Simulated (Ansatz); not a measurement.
The system is RuAu.

```xyz
2
Lattice="3.1648 0.0000 0.0000 0.0000 3.1648 0.0000 0.0000 0.0000 3.1648" Properties=species:S:1:pos:R:3 pbc="T T T"
Ru    0.0000    0.0000    0.0000
Au    1.5824    1.5824    1.5824
```

The cell was built by a generator and needn't be a form met in nature.

| Item | Value |
| --- | --- |
| Program | Ansatz 0.2.0 |
| Task | relaxation of cell and atoms |
| Functional | PBEsol0 |
| Potentials or basis | Ansatz PAW |
| Cutoff | 420 eV (not typed: the program's choice for these potentials) |
| k mesh | 4 × 4 × 4 |
| Occupations | fermi-dirac, width 0.05 eV |
| Spin | no spin polarisation |

At the start: volume 15.85 Å³/atom.

How do energy, volume and symmetry change on relaxing?

It ends after 5 steps and the volume is 14.93 Å³/atom (-5.8 %); space group Pm-3m (No. 221, to 0.05 Å).

The path:
```csv
step,energy change (eV),largest force (eV/Å),volume (Å³)
1,0.0000,0.0000,31.70
2,-0.0802,0.0000,30.17
3,-0.0832,0.0000,29.81
4,-0.0832,0.0000,29.85
5,-0.0820,0.0000,29.85
```

Final structure:
```
CELL_PARAMETERS angstrom
3.10214 0.00000 0.00000
0.00000 3.10214 0.00000
0.00000 0.00000 3.10214
ATOMIC_POSITIONS crystal
Ru 0.00000 0.00000 0.00000
Au 0.50000 0.50000 0.50000
```

Caveat: the k mesh is coarse (spacing up to 0.50 Å⁻¹), so the values aren't converged, least of all with exact exchange; the plane-wave basis is chosen anew once the cell has moved, so the energies of steps on either side of that aren't comparable; the PAW data sets come from PBE, with cores solved anew for the run's functional, which leaves a small shift of forces and pressure.
